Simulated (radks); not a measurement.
# Spin polarisation of the 5p shell in Xe⁺

One table from this session's results is given with a row withheld; the runs are named, their logs left out.

Method: non-relativistic Kohn-Sham, PBEsol, spin-polarised, spherical densities, point nucleus. Code: radks (a radial shooting solver on a logarithmic mesh, Libxc functionals) version 1.

### What is computed

* element: xenon (Z = 54)
* charge: +1
* electrons: 53
* configuration: [Kr] 4d10 5s2 5p(up 2.5, down 2.5)

A shell typed twice in an input gives spin up, then spin down.

The first run:

Input:

```text
Z 54
configuration [Kr] 4d10 5s2 5p2.5 5p2.5
relativity non-relativistic
functional pbe_sol,pbe_sol
spin polarised
nucleus point
```

Among the steps run: No moment.

One table of the session follows, with a row left open; its other results are not shown here.

It belongs to the step «No moment». Radial moments (bohr):

| level | <r> | outermost maximum (interpolated) | 90 % within | nodes |
| --- | --- | --- | --- | --- |
| 3s | 0.3206 | 0.292 | 0.470 | 2 |
| 3p | 0.3108 | 0.279 | 0.465 | 1 |
| 3d | 0.2813 | 0.227 | 0.441 | 0 |
| 4s | 0.7468 | 0.688 | 1.07 | 3 |
| 4p | 0.7777 | 0.705 | 1.13 | 2 |
| 4d | 0.8705 | 0.746 | 1.32 | 1 |
| 5s | 1.898 | 1.68 | 2.75 | 4 |
| 5p | ? | ? | ? | ? |

Estimate the missing values for 5p.

**Answer.** <r>: 2.204; outermost maximum (interpolated): 1.89; 90 % within: 3.25; nodes: 3. In the column «<r>» it is the highest.
